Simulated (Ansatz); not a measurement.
Crystal: MgSiH2O4.

```
CELL_PARAMETERS angstrom
4.28268 0.00000 0.00000
0.00000 2.85633 0.00000
-0.26366 0.00000 4.77038
ATOMIC_POSITIONS crystal
Si 0.00000 0.00000 0.00000
Mg 0.50000 0.50000 0.50000
O 0.24402 0.50000 0.88154
O 0.75598 0.50000 0.11846
O 0.20371 0.00000 0.33008
O 0.79629 0.00000 0.66992
H 0.50000 0.50000 0.00000
H 0.00000 0.00000 0.50000
```

The cell comes from a database or a generator and needn't be the stable form of this composition.

* Program: Ansatz 0.2.0
* Task: single point
* Functional: PBE
* Potentials or basis: Ansatz PAW
* Cutoff: 420 eV (not typed: the program's choice for these potentials)
* k mesh: 6 × 9 × 6
* Occupations: fermi-dirac, width 0.05 eV
* Spin: no spin polarisation

On this cell: pressure 0.0 GPa; largest force 0.033 eV/Å; band gap on the k mesh 4.95 eV, indirect (least direct gap 5.15 eV).

The same run follows on a disturbed copy (atoms moved at random, drawn with an rms of 0.05 Å):

```xyz
8
Lattice="4.2827 0.0000 0.0000 0.0000 2.8563 0.0000 -0.2637 0.0000 4.7704" Properties=species:S:1:pos:R:3 pbc="T T T"
Si    0.0311   -0.0180    0.0313
Mg    2.0073    1.4373    2.4146
O     0.8271    1.3927    4.1864
O     3.2073    1.4641    0.5451
O     0.7768    0.0055    1.5556
O     3.2402    0.0170    3.1723
H     2.1604    1.4056   -0.0167
H    -0.1020    0.0101    2.4006
```

Question: What does the disturbed cell give?

Answer: The energy moves by +10.3 meV/atom; pressure 0.8 GPa; largest force 1.707 eV/Å; band gap on the k mesh 4.89 eV, indirect (least direct gap 5.03 eV).

Forces on the atoms (eV/Å):
```
Si  -0.927  0.165 -1.424
Mg   0.177  0.019 -0.275
O   -0.182  0.162  0.195
O    0.214 -0.332  0.275
O    0.812 -0.033  0.624
O    0.403 -0.167  0.496
H    0.141  0.177  0.072
H   -0.639  0.010  0.036
```

Stress tensor (GPa, compression positive):
```
 0.91  0.64  0.65
 0.64 -0.04 -0.15
 0.65 -0.15  1.50
```

Caveats: odd divisions of the mesh miss points on the zone boundary, where band edges often lie, so the gap on the mesh can be too wide.

A k mesh can miss the band edges.
